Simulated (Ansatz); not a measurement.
# ZnN2H4: taking an electron away

An exercise on one series of results from a longer session: the logs are not shown, and one member is left open.

Program: Ansatz 0.2.0, Gaussian basis. Level of theory: unrestricted cation, the program's frozen cores in correlated methods. These are calculated values, not measurements.

The runs, in order: UKS PBE-D4/def2-TZVPP; UKS r2SCAN-D4/def2-TZVPP; UKS PBE0-D4/def2-TZVPP; UKS B3LYP-D4/def2-TZVPP; UKS wB97X-V/def2-TZVPP; UKS wB97M-V/def2-TZVPP; UKS B2PLYP (frozen core with 3s3p of Cu, Zn)/def2-TZVPP; UHF-CCSD(T) with 3s3p of Cu, Zn/def2-TZVPP; UHF-CCSD(T) with 3s3p of Cu, Zn/def2-QZVPP; extrapolation to the limit; then −ε(HOMO) from the neutral's earlier runs with LDA (SPW92), PBE-D4, revPBE-D4, BLYP-D4, r2SCAN-D4, B97M-V, PBE0-D4, B3LYP-D4, r2SCANh-D4, r2SCAN0-D4, HSE06-D4, BHLYP-D4, CAM-B3LYP-D4, LC-ωPBE, ωB97X-V, ωB97M-V.

## The geometry

The geometry comes from an earlier relaxation with PBE0-D4 in a triple-zeta def2 set; it is a stationary point, not always the lowest conformer.

SMILES `[NH2][Zn][NH2]`, 7 atoms, charge 0, spin multiplicity 1.

Atoms are counted from 1 here; the program's logs count them from 0.

Bond lengths: N1–Zn2 1.811 Å, N1–H4 1.009 Å, N1–H5 1.010 Å, Zn2–N3 1.811 Å, N3–H6 1.010 Å, N3–H7 1.009 Å. Angles: Zn2–N1–H4 117.8°, Zn2–N1–H5 117.9°, H4–N1–H5 108.3°, N1–Zn2–N3 174.1°, Zn2–N3–H6 117.9°, Zn2–N3–H7 117.8°, H6–N3–H7 108.3°.

Set-up of the first run:

File in.yaml:

```yaml
crystal:
  periodic: [false, false, false]
  atoms:
    - {symbol: N, position_ang: [-1.437046, -0.173464, -1.094470]}
    - {symbol: Zn, position_ang: [0.028102, -0.008502, -0.042343]}
    - {symbol: N, position_ang: [1.594303, 0.125885, 0.857539]}
    - {symbol: H, position_ang: [-2.312252, -0.407595, -0.649214]}
    - {symbol: H, position_ang: [-1.611778, 0.549607, -1.777186]}
    - {symbol: H, position_ang: [2.146879, -0.711525, 0.971016]}
    - {symbol: H, position_ang: [1.591782, 0.625604, 1.734658]}
basis:
  gaussian: {orbitals: def2-TZVPP}
total_charge: 1
magnetization: {spin_polarized: true, initial_magnetization: 1}
hamiltonian: {xc: pbe, dispersion: d4}
```

On the command line:

```bash
ansatz run in.yaml --threads 2 --pin off --events-out ev --progress --plain --max-ram 32768MiB --backend cpu
```

Steps of the session up to this table: Cation, UKS PBE-D4/def2-TZVPP; Cation, UKS r2SCAN-D4/def2-TZVPP; Cation, UKS PBE0-D4/def2-TZVPP; Cation, UKS B3LYP-D4/def2-TZVPP; Cation, UKS wB97X-V/def2-TZVPP; Cation, UKS wB97M-V/def2-TZVPP; Cation, UKS B2PLYP (frozen core with 3s3p of Cu, Zn)/def2-TZVPP; Cation, UHF-CCSD(T) with 3s3p of Cu, Zn/def2-TZVPP; Cation, UHF-CCSD(T) with 3s3p of Cu, Zn/def2-QZVPP.

One of the session's tables, all rows but one given; the rest of the session is left out.

It belongs to the step «Ionisation energies side by side». For comparison, −ε(HOMO) of the neutral from earlier runs:

```
  functional  −ε(HOMO) (eV)
 LDA (SPW92)           5.63
      PBE-D4           5.42
   revPBE-D4           5.35
     BLYP-D4              ?
   r2SCAN-D4           5.68
      B97M-V           5.70
     PBE0-D4           6.76
    B3LYP-D4           6.54
  r2SCANh-D4           6.18
  r2SCAN0-D4           6.95
    HSE06-D4           6.35
    BHLYP-D4           8.03
CAM-B3LYP-D4           8.22
     LC-ωPBE           9.63
     ωB97X-V           9.23
     ωB97M-V           9.15
```

Estimate the missing values for BLYP-D4.

Worked estimate for «−ε(HOMO) (eV)». Against the share of exact exchange, B3LYP-D4 (0.2, 6.54), BHLYP-D4 (0.5, 8.03) give a slope of 4.97 per unit share; at 0 the line stands at 5.55.

As computed: −ε(HOMO) (eV): 5.31. In «−ε(HOMO) (eV)» the line misses by +0.24.
